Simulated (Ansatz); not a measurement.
Run this with the Python package of Ansatz (0.2.0) and show what comes out.

Input file `pt.extxyz`:
```text
1
Lattice="-1.58422 1.58422 1.58422 1.58422 -1.58422 1.58422 1.58422 1.58422 -1.58422" Properties=species:S:1:pos:R:3 pbc="T T T"
Pt    0.00000000    0.00000000    0.00000000
```

`restart_pt.py`
```python
import argparse

import ansatz as az


def main() -> None:
    xtal = az.Crystal.from_extxyz("pt.extxyz")

    parser = argparse.ArgumentParser()
    parser.add_argument("stage", choices=["scf", "bands"])
    stage = parser.parse_args().stage
    job = xtal.calculation()
    job = job.occupations("cold", width=0.02).kpoints(6, center="gamma")
    job = job.functional("r2scan", dispersion="d4").eigensolver("davidson")
    job = job.pseudopotentials("nc").mixing("broyden")
    if stage == "scf":
        report = job.checkpoint(write="pt.run").run(threads=1, backend="cpu").report
        print(f"F = {report['free_energy_ev']:.5f} eV after {report['n_iterations']} iterations, saved")
    else:
        points = {"G": (0.0, 0.0, 0.0), "H": (0.5, -0.5, 0.5), "N": (0.0, 0.0, 0.5), "P": (0.25, 0.25, 0.25)}
        result = job.checkpoint(read="pt.run", post_process_only=True).band_structure(list(points.values()), intervals=1).run(threads=1, backend="cpu")
        bands = result.band_structure()
        for label, levels in zip(points, bands.channels[0].eigenvalues_ev - bands.fermi_energy_ev):
            print(f"{label:3s}", " ".join(f"{e:7.3f}" for e in levels if abs(e) < 6))


if __name__ == "__main__":
    main()
```

```console
$ python restart_pt.py scf
DeckWarning: basis.ecutwfc = 1142.878222 eV, auto-derived from the records' recommended cutoffs: set by Pt (normal level)
F = -3686.20172 eV after 7 iterations, saved
```
(Warnings from the package without file and line.)

```console
$ python restart_pt.py bands
DeckWarning: basis.ecutwfc = 1142.878222 eV, auto-derived from the records' recommended cutoffs: set by Pt (normal level)
G    -3.421  -3.421  -3.421  -0.941  -0.941
H     0.718   0.718   0.718
N    -4.872  -1.109  -0.627   0.627   1.253
P    -4.191  -4.191  -4.191  -0.559  -0.559   5.193
```
(Warnings from the package without file and line.)

Caveats:
- The settings weren't tested for convergence.
- Such functionals run on norm-conserving files made under PBE, which can move pressures by some GPa.
- Dispersion corrections can be off by several per cent in the lattices of metals, and by several GPa in the pressure at a fixed cell.
- For a metal this mesh is far too coarse, so the numbers only illustrate the procedure.
- Spin-orbit coupling, which matters for elements this heavy, is left out.
- This isn't the structure that Pt takes at ambient conditions.
- Levels are Kohn-Sham eigenvalues on this mesh, without spin-orbit coupling.
- Wall time of the script: 3.4 s on 1 thread of Intel(R) Xeon(R) Platinum 8488C (Sapphire Rapids), with other jobs on the host, peak memory 0.31 GiB.

(Lines on the test bed's own set-up are left out of the output.)
